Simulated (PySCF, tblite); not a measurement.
**C3H7BF2O2: geometry, infrared bands and NMR shifts**

Aim: predict the infrared bands and NMR shifts of C3H7BF2O2 (`COCCOB(F)F`).

Computed with tblite 0.8.0 and PySCF 2.14.0, with density-fitted response routines of our own, on a single molecule in the gas phase. Atoms are numbered from 0 throughout.

## 1. The molecule as given

15 atoms, charge 0, multiplicity 1; geometry from: force field or distance geometry start.

Bonds of the start (Å): C0–O1 1.39, O1–C2 1.42, C2–C3 1.48, C3–O4 1.40, O4–B5 1.48, B5–F6 1.46, B5–F7 1.45, C0–H8 1.11, C0–H9 1.12, C0–H10 1.12, C2–H11 1.12, C2–H12 1.11, C3–H13 1.12, C3–H14 1.12.

## 2. Geometry optimisation with GFN2-xTB

The job: settings as JSON, then the geometry in Å.

```
{"job": {"kind": "relax", "xc": "GFN2-xTB", "basis": "xTB"}, "charge": 0, "multiplicity": 1}
C     -2.534100     0.370800    -0.692400
O     -1.186100     0.291600    -1.025800
C     -0.596000    -0.330900     0.105000
C      0.862500    -0.486600    -0.097200
O      1.477300     0.756200    -0.266500
B      2.924400     0.537400    -0.459200
F      3.808000     1.585000     0.058100
F      3.383000    -0.828200    -0.287400
H     -2.608600     0.983200     0.231100
H     -3.000900    -0.631000    -0.524500
H     -3.100400     0.839800    -1.531500
H     -0.749000     0.323900     1.004800
H     -1.113500    -1.297300     0.272700
H      1.054900    -1.061400    -1.042800
H      1.374100    -1.044300     0.727900
```

Command:

```console
OMP_NUM_THREADS=1 python probes_run.py task.json out
```

The driver reads the jobs from task.json and runs them one after another.

**Question.** This job is followed by: GFN2-xTB harmonic vibrations, gas phase; GIAO PBE0/pcSseg-1 NMR shielding, non-relativistic, gas phase. What will the session give for the following? strongest single infrared mode (GFN2-xTB); zero-point energy (GFN2-xTB); 13C shifts against TMS (PBE0/pcSseg-1); 1H shifts against TMS (PBE0/pcSseg-1, means over atoms taken as alike); 17O shifts against H2O (PBE0/pcSseg-1); 11B shifts against BF3·OEt2 (PBE0/pcSseg-1); 19F shifts against CFCl3 (PBE0/pcSseg-1, means over atoms taken as alike).

**Answer**, as computed:

```
                                                                 quantity                  value
                                strongest single infrared mode (GFN2-xTB)  1407 cm⁻¹, 448 km/mol
                                             zero-point energy (GFN2-xTB)          68.7 kcal/mol
                                   13C shifts against TMS (PBE0/pcSseg-1)   77.7, 69.7, 61.8 ppm
   1H shifts against TMS (PBE0/pcSseg-1, means over atoms taken as alike)   4.31, 3.58, 3.53 ppm
                                   17O shifts against H2O (PBE0/pcSseg-1)         93.2, 22.7 ppm
                              11B shifts against BF3·OEt2 (PBE0/pcSseg-1)               12.5 ppm
19F shifts against CFCl3 (PBE0/pcSseg-1, means over atoms taken as alike)             -137.9 ppm
```

What this shows: Relaxing lowered the energy by 1.824 eV in 164 steps; the close pair that moved most is O4–B5, from 1.476 to 1.318 Å. All 39 modes are real, so the xTB geometry is a minimum. GFN2-xTB is a fitted tight-binding method: band positions and strengths are rough. Its intensities can rank the bands wrongly. At PBE0/pcSseg-1: The largest span, 192 ppm, is at F6, F7, where the paramagnetic term is -159 ppm.
